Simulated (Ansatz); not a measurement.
# AlGaH3N: the cost of one run

The runs use Ansatz 0.2.0, Gaussian basis; the settings change from run to run.

**1. The relaxed structure**

The structure was relaxed beforehand with PBE0-D4 in a triple-zeta def2 set.

6 atoms, charge 0, spin multiplicity 1.

Atoms are counted from 1 here; the program's logs count them from 0.

Bond lengths: N1–Al2 1.780 Å, N1–Ga3 1.892 Å, N1–H4 1.016 Å, Al2–H5 1.586 Å, Al2–H6 1.588 Å. Angles: Al2–N1–Ga3 126.3°, Al2–N1–H4 117.4°, Ga3–N1–H4 116.3°, N1–Al2–H5 122.1°, N1–Al2–H6 115.4°, H5–Al2–H6 122.5°.

**2. r2SCAN50/pcseg-2**

Options: unrestricted orbitals, D3(BJ) dispersion.

Input file in.yaml:

```yaml
crystal:
  periodic: [false, false, false]
  atoms:
    - {symbol: N, position_ang: [-0.808042, -0.340126, 0.109772]}
    - {symbol: Al, position_ang: [0.796071, 0.272419, -0.357796]}
    - {symbol: Ga, position_ang: [-1.526125, -0.380635, 1.859989]}
    - {symbol: H, position_ang: [-1.402606, -0.705416, -0.628358]}
    - {symbol: H, position_ang: [1.296768, 0.257572, -1.862334]}
    - {symbol: H, position_ang: [1.686033, 0.832186, 0.832627]}
basis:
  gaussian: {orbitals: pcseg-2}
magnetization: {spin_polarized: true, initial_magnetization: 0}
hamiltonian: {xc: {name: r2SCAN50}, dispersion: d3bj}
```

The run is started by

```sh
$ ansatz run in.yaml --threads 2 --pin off --events-out ev --progress --plain --max-ram 4352MiB
```

**Question.** How long does this run take on 2 threads of Arm Neoverse V1, shared host, and how much memory does it need?

About 11 s, with a peak of 0.49 GiB.
